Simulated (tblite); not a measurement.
# C5H16AlNO: the cost of one run

Computed with tblite 0.8.0 and PySCF 2.14.0, with density-fitted response routines of our own, on a single molecule in the gas phase. Atoms count from 0, in the outputs and in this text.

**1. The starting structure**

24 atoms, charge 0, multiplicity 1; geometry from: force field or distance geometry start.

Bonds of the start (Å): C0–O1 1.40, O1–C2 1.39, C2–Al3 1.99, Al3–N4 1.89, N4–C5 1.47, N4–C6 1.44, N4–C7 1.44, C0–H8 1.12, C0–H9 1.10, C0–H10 1.10, C2–H11 1.10, C2–H12 1.12, Al3–H13 1.61, Al3–H14 1.62, C5–H15 1.08, C5–H16 1.13, C5–H17 1.09, C6–H18 1.08, C6–H19 1.11, C6–H20 1.12, C7–H21 1.10, C7–H22 1.08, C7–H23 1.13.

**2. Geometry optimisation with GFN2-xTB**

The job: settings as JSON, then the geometry in Å.

```
{"job": {"kind": "relax", "xc": "GFN2-xTB", "basis": "xTB"}, "charge": 0, "multiplicity": 1}
C      3.783200     0.859000    -0.648400
O      2.583100     0.844100     0.066200
C      1.864300    -0.318300    -0.186300
Al     0.207900    -0.174000     0.908000
N     -1.398700    -0.189200    -0.089700
C     -2.414100     0.369900     0.811700
C     -1.355200     0.637400    -1.273800
C     -1.853100    -1.507600    -0.456000
H      4.321200     1.808800    -0.389400
H      3.515200     0.895300    -1.714900
H      4.431900     0.014500    -0.363000
H      2.412700    -1.246800     0.049500
H      1.632100    -0.321200    -1.284400
H      0.169000    -1.396300     1.953800
H      0.218300     1.249300     1.681500
H     -3.402100     0.315900     0.368800
H     -2.349700    -0.270000     1.737800
H     -2.049400     1.361300     1.075800
H     -0.498500     0.490200    -1.920700
H     -1.373800     1.712200    -0.995500
H     -2.291700     0.396700    -1.842000
H     -1.728800    -2.255900     0.344000
H     -1.461600    -1.834300    -1.410000
H     -2.974000    -1.421100    -0.582100
```

Command:

```sh
> OMP_NUM_THREADS=1 python probes_run.py task.json out
```

This one command runs all jobs of the session in turn.

Q: Estimate the wall time and peak memory of this first job on 1 thread of Intel Xeon at 2.50GHz, shared host.

About 3.2 s, with a peak of 0.18 GiB.
